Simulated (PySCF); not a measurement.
# A gas-phase reaction: FGe2H5O + F → FGe2H4O + FH

Aim: the reaction energy of `[OH][GeH]([F])[GeH3]` + `[F-]` → `[O-][GeH]([F])[GeH3]` + `F`.

Computed with PySCF 2.14.0; each step states its level. No surroundings beyond the atoms listed, unless a continuum is named. Atoms count from 0, parts from 1.

### 1 Starting point

Each species was relaxed by itself at PBE0-D3(BJ)/def2-SVP.

### 2 Energies of the species: wB97M-D3(BJ)/def2-TZVPD

Job settings and geometry (Å):

```
{"job": {"kind": "react", "xc": "wB97M-D3(BJ)", "basis": "def2-TZVPD"}, "charge": 0, "multiplicity": 1}
-1 FGe2H5O charge 0 multiplicity 1
O      1.442120     1.398400    -0.281000
Ge    -0.044250     0.779290     0.454140
F     -1.355210     1.768320    -0.152230
Ge    -0.357030    -1.468420    -0.366830
H      1.644230     2.305700    -0.025340
H     -0.049410     1.030990     1.976840
H     -0.442790    -1.432380    -1.898700
H     -1.661460    -2.034880     0.216540
H      0.823600    -2.346640     0.076810

-1 F charge -1 multiplicity 1
F      0.000000     0.000000     0.000000

+1 FGe2H4O charge -1 multiplicity 1
O      2.072220    -1.036600    -1.149180
Ge     1.162210    -0.592760     0.169560
F      1.822480     0.775140     1.130480
Ge    -1.051780     0.420710    -0.277100
H      0.907470    -1.637950     1.321620
H     -1.009900     1.661220    -1.215770
H     -1.815750     0.934490     0.984110
H     -2.086930    -0.524240    -0.963710

+1 FH charge 0 multiplicity 1
F      0.459280     0.012580     0.024790
H     -0.459280    -0.012580    -0.024790
```

With the program's defaults for keys left out, this is: wB97M-D3(BJ)/def2-TZVPD reaction energy of separated species, gas phase.

Command:

```console
$ OMP_NUM_THREADS=1 python cluster_run.py task.json out
```

This one command runs all jobs of the session in turn.

Log:

```text
species 1 (FGe2H5O)
coarse grid: 37672 points
cycle   1  E = -4332.0980584875  dE = -1.080e+00  |g| = 1.204e+00  |ddm| = 2.424e+00
cycle   2  E = -4332.0276923170  dE =  7.037e-02  |g| = 1.470e+00  |ddm| = 1.398e+00
cycle   3  E = -4332.2927771372  dE = -2.651e-01  |g| = 7.989e-02  |ddm| = 7.070e-01
cycle   4  E = -4332.2935568304  dE = -7.797e-04  |g| = 4.463e-02  |ddm| = 7.307e-02
cycle   5  E = -4332.2938126702  dE = -2.558e-04  |g| = 5.537e-03  |ddm| = 3.100e-02
cycle   6  E = -4332.2938251339  dE = -1.246e-05  |g| = 1.599e-03  |ddm| = 9.971e-03
cycle   7  E = -4332.2938260426  dE = -9.087e-07  |g| = 9.834e-04  |ddm| = 2.898e-03
final grid: 75752 points
cycle   8  E = -4332.2937555765  dE = -2.646e-07  |g| = 1.022e-03  |ddm| = 2.738e-03
cycle   9  E = -4332.2937555882  dE = -1.176e-08  |g| = 1.055e-03  |ddm| = 1.128e-03
cycle  10  E = -4332.2937556655  dE = -7.725e-08  |g| = 5.281e-05  |ddm| = 5.255e-04
cycle  11  E = -4332.2937556668  dE = -1.342e-09  |g| = 4.380e-05  |ddm| = 9.105e-05
cycle  12  E = -4332.2937556674  dE = -5.539e-10  |g| = 5.469e-06  |ddm| = 5.645e-05
converged SCF energy = -4332.2937556674

species 2 (F)
coarse grid: 5304 points
cycle   1  E = -99.7735595435  dE = -1.701e-01  |g| = 8.390e-01  |ddm| = 3.042e-01
cycle   2  E = -99.4217741307  dE =  3.518e-01  |g| = 1.736e+00  |ddm| = 1.187e+00
cycle   3  E = -99.9129072191  dE = -4.911e-01  |g| = 3.879e-02  |ddm| = 7.668e-01
cycle   4  E = -99.9130379075  dE = -1.307e-04  |g| = 2.144e-02  |ddm| = 3.124e-02
cycle   5  E = -99.9130976974  dE = -5.979e-05  |g| = 1.450e-03  |ddm| = 8.861e-03
cycle   6  E = -99.9130979605  dE = -2.631e-07  |g| = 2.299e-04  |ddm| = 4.862e-04
final grid: 11608 points
cycle   7  E = -99.9130859017  dE =  1.872e-09  |g| = 2.255e-04  |ddm| = 1.777e-04
cycle   8  E = -99.9130858948  dE =  6.925e-09  |g| = 3.200e-04  |ddm| = 1.966e-04
cycle   9  E = -99.9130859089  dE = -1.404e-08  |g| = 1.900e-06  |ddm| = 1.112e-04
cycle  10  E = -99.9130859089  dE = -1.251e-12  |g| = 7.399e-08  |ddm| = 3.603e-06
converged SCF energy = -99.9130859089

species 3 (FGe2H4O)
coarse grid: 35200 points
cycle   1  E = -4331.4005954923  dE = -1.170e+00  |g| = 1.416e+00  |ddm| = 2.354e+00
cycle   2  E = -4330.5242774400  dE =  8.763e-01  |g| = 2.501e+00  |ddm| = 3.320e+00
cycle   3  E = -4331.6993043223  dE = -1.175e+00  |g| = 4.047e-01  |ddm| = 2.858e+00
cycle   4  E = -4331.7246130507  dE = -2.531e-02  |g| = 1.350e-01  |ddm| = 2.678e-01
cycle   5  E = -4331.7272439771  dE = -2.631e-03  |g| = 3.032e-02  |ddm| = 1.022e-01
cycle   6  E = -4331.7273969319  dE = -1.530e-04  |g| = 1.336e-02  |ddm| = 3.187e-02
cycle   7  E = -4331.7274347623  dE = -3.783e-05  |g| = 1.824e-03  |ddm| = 1.796e-02
cycle   8  E = -4331.7274371087  dE = -2.346e-06  |g| = 8.435e-04  |ddm| = 5.809e-03
final grid: 70376 points
cycle   9  E = -4331.7273377791  dE = -4.033e-07  |g| = 8.314e-04  |ddm| = 2.899e-03
cycle  10  E = -4331.7273377427  dE =  3.648e-08  |g| = 1.131e-03  |ddm| = 1.168e-03
cycle  11  E = -4331.7273379158  dE = -1.731e-07  |g| = 1.330e-04  |ddm| = 6.339e-04
cycle  12  E = -4331.7273379221  dE = -6.282e-09  |g| = 8.006e-05  |ddm| = 1.665e-04
cycle  13  E = -4331.7273379259  dE = -3.800e-09  |g| = 1.363e-05  |ddm| = 2.235e-04
cycle  14  E = -4331.7273379260  dE = -1.219e-10  |g| = 8.138e-06  |ddm| = 3.602e-05
converged SCF energy = -4331.7273379260

species 4 (FH)
coarse grid: 7776 points
cycle   1  E = -100.4688161695  dE = -9.412e-02  |g| = 4.644e-01  |ddm| = 6.197e-01
cycle   2  E = -100.4724952465  dE = -3.679e-03  |g| = 5.038e-01  |ddm| = 3.808e-01
cycle   3  E = -100.5053133519  dE = -3.282e-02  |g| = 2.574e-02  |ddm| = 1.678e-01
cycle   4  E = -100.5053893340  dE = -7.598e-05  |g| = 5.007e-03  |ddm| = 1.077e-02
cycle   5  E = -100.5053939760  dE = -4.642e-06  |g| = 4.335e-04  |ddm| = 3.766e-03
final grid: 16976 points
cycle   6  E = -100.5053938600  dE = -6.404e-08  |g| = 1.058e-04  |ddm| = 8.217e-04
cycle   7  E = -100.5053938635  dE = -3.450e-09  |g| = 8.043e-05  |ddm| = 2.177e-04
cycle   8  E = -100.5053938643  dE = -8.465e-10  |g| = 2.067e-05  |ddm| = 3.735e-05
converged SCF energy = -100.5053938643

Reaction energy = -15.834 kcal/mol
```

Run time: 86 s. Hardware: 1 thread of Arm Neoverse N1, shared host; peak memory 0.8 GiB.

Species by species (with the dispersion term, which the log's SCF energies lack):

```tsv
ν	species	energy (Eh)	HOMO (eV)
-1	[OH][GeH]([F])[GeH3]	-4332.30083	-10.65
-1	[F-]	-99.91309	-2.89
+1	[O-][GeH]([F])[GeH3]	-4331.73351	-4.21
+1	F	-100.50563	-14.54
```

### 3 Reaction energy: PBE0-D3(BJ)/def2-TZVPD

Same as in step 2 but for these lines:

```diff
@@ -1,2 +1,2 @@
-{"job": {"kind": "react", "xc": "wB97M-D3(BJ)", "basis": "def2-TZVPD"}, "charge": 0, "multiplicity": 1}
+{"job": {"kind": "react", "xc": "PBE0", "basis": "def2-TZVPD", "disp": "d3bj"}, "charge": 0, "multiplicity": 1}
 -1 FGe2H5O charge 0 multiplicity 1
```

Method: PBE0-D3(BJ)/def2-TZVPD reaction energy of separated species, gas phase.

Log:

```text
species 1 (FGe2H5O)
coarse grid: 37672 points
cycle   1  E = -4331.3215961086  dE = -9.671e-01  |g| = 1.285e+00  |ddm| = 2.432e+00
cycle   2  E = -4330.8835792493  dE =  4.380e-01  |g| = 2.087e+00  |ddm| = 1.767e+00
cycle   3  E = -4331.5193230891  dE = -6.357e-01  |g| = 2.370e-01  |ddm| = 1.172e+00
cycle   4  E = -4331.5270197928  dE = -7.697e-03  |g| = 5.389e-02  |ddm| = 1.548e-01
cycle   5  E = -4331.5272856662  dE = -2.659e-04  |g| = 1.871e-02  |ddm| = 3.508e-02
cycle   6  E = -4331.5273350302  dE = -4.936e-05  |g| = 6.947e-03  |ddm| = 1.245e-02
cycle   7  E = -4331.5273435457  dE = -8.515e-06  |g| = 1.079e-03  |ddm| = 4.156e-03
final grid: 75752 points
cycle   8  E = -4331.5273965027  dE = -1.513e-07  |g| = 1.342e-03  |ddm| = 2.996e-03
cycle   9  E = -4331.5273963253  dE =  1.775e-07  |g| = 1.853e-03  |ddm| = 1.750e-03
cycle  10  E = -4331.5273967243  dE = -3.990e-07  |g| = 1.873e-04  |ddm| = 9.726e-04
cycle  11  E = -4331.5273967305  dE = -6.268e-09  |g| = 3.553e-05  |ddm| = 1.259e-04
cycle  12  E = -4331.5273967307  dE = -1.455e-10  |g| = 4.667e-06  |ddm| = 2.372e-05
converged SCF energy = -4331.5273967307

species 2 (F)
coarse grid: 1088 points
cycle   1  E = -99.6480299908  dE = -8.108e-02  |g| = 8.599e-01  |ddm| = 3.156e-01
cycle   2  E = -97.8823061729  dE =  1.766e+00  |g| = 3.110e+00  |ddm| = 2.037e+00
cycle   3  E = -99.7922027745  dE = -1.910e+00  |g| = 7.027e-02  |ddm| = 1.718e+00
cycle   4  E = -99.7924511220  dE = -2.483e-04  |g| = 5.277e-02  |ddm| = 6.585e-02
cycle   5  E = -99.7928802840  dE = -4.292e-04  |g| = 8.706e-03  |ddm| = 1.832e-02
cycle   6  E = -99.7928921043  dE = -1.182e-05  |g| = 1.037e-03  |ddm| = 3.146e-03
cycle   7  E = -99.7928922756  dE = -1.713e-07  |g| = 4.564e-06  |ddm| = 4.256e-04
final grid: 11608 points
cycle   8  E = -99.7963210859  dE = -3.387e-06  |g| = 9.094e-04  |ddm| = 3.670e-03
cycle   9  E = -99.7963207951  dE =  2.908e-07  |g| = 1.611e-03  |ddm| = 9.527e-04
cycle  10  E = -99.7963211908  dE = -3.957e-07  |g| = 1.338e-04  |ddm| = 7.234e-04
cycle  11  E = -99.7963211937  dE = -2.821e-09  |g| = 9.473e-06  |ddm| = 6.123e-05
cycle  12  E = -99.7963211937  dE = -1.552e-11  |g| = 5.050e-07  |ddm| = 4.784e-06
converged SCF energy = -99.7963211937

species 3 (FGe2H4O)
coarse grid: 35200 points
cycle   1  E = -4330.6144998985  dE = -1.003e+00  |g| = 1.484e+00  |ddm| = 2.360e+00
cycle   2  E = -4325.1051432372  dE =  5.509e+00  |g| = 3.950e+00  |ddm| = 2.113e+01
cycle   3  E = -4330.7214238549  dE = -5.616e+00  |g| = 1.050e+00  |ddm| = 2.112e+01
cycle   4  E = -4330.9434083693  dE = -2.220e-01  |g| = 3.014e-01  |ddm| = 7.623e-01
cycle   5  E = -4330.9535994183  dE = -1.019e-02  |g| = 1.629e-01  |ddm| = 2.822e-01
cycle   6  E = -4330.9574517794  dE = -3.852e-03  |g| = 5.481e-02  |ddm| = 1.080e-01
cycle   7  E = -4330.9579614557  dE = -5.097e-04  |g| = 1.809e-02  |ddm| = 3.284e-02
cycle   8  E = -4330.9580260473  dE = -6.459e-05  |g| = 3.456e-03  |ddm| = 1.198e-02
cycle   9  E = -4330.9580289506  dE = -2.903e-06  |g| = 1.052e-03  |ddm| = 3.700e-03
final grid: 70376 points
cycle  10  E = -4330.9580885119  dE =  1.031e-07  |g| = 1.747e-03  |ddm| = 3.072e-03
cycle  11  E = -4330.9580868987  dE =  1.613e-06  |g| = 3.508e-03  |ddm| = 3.096e-03
cycle  12  E = -4330.9580889054  dE = -2.007e-06  |g| = 5.945e-04  |ddm| = 2.194e-03
cycle  13  E = -4330.9580889641  dE = -5.869e-08  |g| = 4.506e-05  |ddm| = 3.460e-04
cycle  14  E = -4330.9580889644  dE = -3.192e-10  |g| = 1.514e-05  |ddm| = 3.564e-05
converged SCF energy = -4330.9580889644

species 4 (FH)
coarse grid: 1712 points
cycle   1  E = -100.3541072513  dE = -3.608e-02  |g| = 4.957e-01  |ddm| = 6.253e-01
cycle   2  E = -100.3145805506  dE =  3.953e-02  |g| = 7.430e-01  |ddm| = 5.125e-01
cycle   3  E = -100.3938327732  dE = -7.925e-02  |g| = 2.284e-02  |ddm| = 2.892e-01
cycle   4  E = -100.3939083447  dE = -7.557e-05  |g| = 4.206e-03  |ddm| = 9.788e-03
cycle   5  E = -100.3939103293  dE = -1.985e-06  |g| = 3.556e-04  |ddm| = 1.247e-03
final grid: 16976 points
cycle   6  E = -100.3948397191  dE = -1.856e-05  |g| = 3.992e-03  |ddm| = 7.507e-03
cycle   7  E = -100.3948377992  dE =  1.920e-06  |g| = 5.491e-03  |ddm| = 3.349e-03
cycle   8  E = -100.3948418768  dE = -4.078e-06  |g| = 9.932e-05  |ddm| = 2.010e-03
cycle   9  E = -100.3948418781  dE = -1.279e-09  |g| = 1.779e-05  |ddm| = 3.926e-05
cycle  10  E = -100.3948418781  dE = -4.812e-11  |g| = 3.057e-06  |ddm| = 1.026e-05
converged SCF energy = -100.3948418781

Reaction energy = -18.049 kcal/mol
```

Run time: 49 s. Hardware: 1 thread of Arm Neoverse N1, shared host; peak memory 0.73 GiB.

Reaction energy at this level: -18.05 kcal/mol.

### 4 Side by side

Energies in kcal/mol, with wall time:

```tsv
run	reaction	time
wB97M-D3(BJ)/def2-TZVPD	-15.83	86 s
PBE0-D3(BJ)/def2-TZVPD	-18.05	49 s
```

### 5 Outcome

| quantity | value |
| --- | --- |
| reaction energy (wB97M-D3(BJ)/def2-TZVPD) | -15.83 kcal/mol |
| ΔH, ΔG at 298 K (xTB thermal terms) | -17.4, -20.1 kcal/mol |
| range of the reaction energy over the runs of this table | -18.05 to -15.83 kcal/mol |

What this shows: The reaction is exothermic by 17.4 kcal/mol in the gas phase; dispersion gives +0.41, and xTB itself gave -22.70 for the electronic energy (xTB energies and thermal terms come from the earlier relaxation of each species, not shown). No barrier was sought. The reaction energy runs from -18.05 (PBE0-D3(BJ)/def2-TZVPD) to -15.83 kcal/mol (wB97M-D3(BJ)/def2-TZVPD).
